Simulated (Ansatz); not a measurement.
# Sc2Al: the cost of one run

Program: Ansatz 0.2.0. Level of theory: DFT r2SCAN, scalar-relativistic, plane waves, PAW. These are calculated values, not measurements.

1 further run of the same task is left out (it didn't finish).

### 1 The system as given

It takes space group P6_3/mmc (No. 194, hexagonal). Conventional cell: a = 4.893 Å, b = 4.893 Å, c = 6.161 Å, α = 90.00°, β = 90.00°, γ = 120.00°. Around Sc (site symmetry -3m) lie 8 Sc at 3.08 to 3.22 Å and 6 Al at 3.22 Å. Sc (site symmetry -6m2) has 5 Al at 2.82 to 3.08 Å and 6 Sc at 3.22 Å as nearest neighbours. Al (site symmetry -6m2) is surrounded by 11 Sc at 2.82 to 3.22 Å.

Structure file:

```
CELL_PARAMETERS angstrom
4.89261 0.00000 0.00000
-2.44631 4.23713 0.00000
0.00000 0.00000 6.16142
ATOMIC_POSITIONS crystal
Sc 0.00000 0.00000 0.00000
Sc 0.00000 0.00000 0.50000
Sc 0.33333 0.66667 0.75000
Sc 0.66667 0.33333 0.25000
Al 0.33333 0.66667 0.25000
Al 0.66667 0.33333 0.75000
```

This is candidate A: structure listed in a database for this formula (P6_3/mmc, No. 194).

(A quick probe on a coarse mesh, which set the mesh and smearing, is not shown.)

### 3 Relaxing cell and atoms (candidate A)

File input.yaml:

```yaml
crystal:
  lattice:
    - [4.8926114005, 0.0, 0.0]
    - [-2.4463057002, 4.2371257637, 0.0]
    - [0.0, 0.0, 6.16142057]
  atoms:
    - { symbol: Sc, position: [0.0, 0.0, 0.0] }
    - { symbol: Sc, position: [0.0, 0.0, 0.5] }
    - { symbol: Sc, position: [0.33333333, 0.66666667, 0.75] }
    - { symbol: Sc, position: [0.66666667, 0.33333333, 0.25] }
    - { symbol: Al, position: [0.33333333, 0.66666667, 0.25] }
    - { symbol: Al, position: [0.66666667, 0.33333333, 0.75] }
basis:
  ecutwfc: 500
kpoints:
  mp_grid: { grid: [12, 12, 6] }
hamiltonian:
  xc: r2scan
scf:
  occupations: { method: gaussian, width: 0.1 }
output:
  forces: true
  stress: true
  eigenvalues: true
relax:
  adjacent_minimum: "off"
  f_tol: 0.01
  max_steps: 80
  cell: { stress_tol: 0.05 }
```

Launch:

```
ansatz run input.yaml --threads 1 --pin off --max-ram 3072MiB --backend cpu --events-out ev --progress --plain --runs-dir out
```

**Question.** How long does this run take on 1 thread of Arm Neoverse V2, shared host, and how much memory does it need?

About 2.7 min, with a peak of 0.79 GiB.
